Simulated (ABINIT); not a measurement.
Runs of ABINIT 10.8.3 (patched build) on AlSn. It takes space group P-6m2 (No. 187, hexagonal). Conventional cell: a = 4.198 Å, b = 4.198 Å, c = 3.307 Å, α = 90.00°, β = 90.00°, γ = 120.00°. Around Sn (site symmetry -6m2) lie 6 Al at 2.93 Å and 2 Sn at 3.31 Å. Around Al (site symmetry -6m2) lie 6 Sn at 2.93 Å and 2 Al at 3.31 Å. The cell comes from a database or a generator and needn't be the stable form of this composition.

```csv
level,gap on the mesh (eV),pressure (GPa),relaxed volume (Å³/atom)
PBE+D3,none,0.0,24.75
PBE,none,0.0,25.34
PBE+D2,none,0.0,(a)
PBE+D3(BJ),none,0.0,24.32
```

Alike in all rows: task relaxation of cell and atoms; potentials or basis JTH PAW PBE v2.0; no spin polarisation; cell relaxed; k mesh 7 × 7 × 8; cutoff (eV) 599; smearing fermi-dirac 0.05 eV.

Fill in the values left out.

(a) 24.21.

Caveats: pairwise dispersion overbinds metals, which lowers pressure and volume (some runs).

A k mesh can miss the band edges, and the runs leave out spin-orbit coupling on Sn.

A gap of «none» marks a metal or a gap under the smearing width.
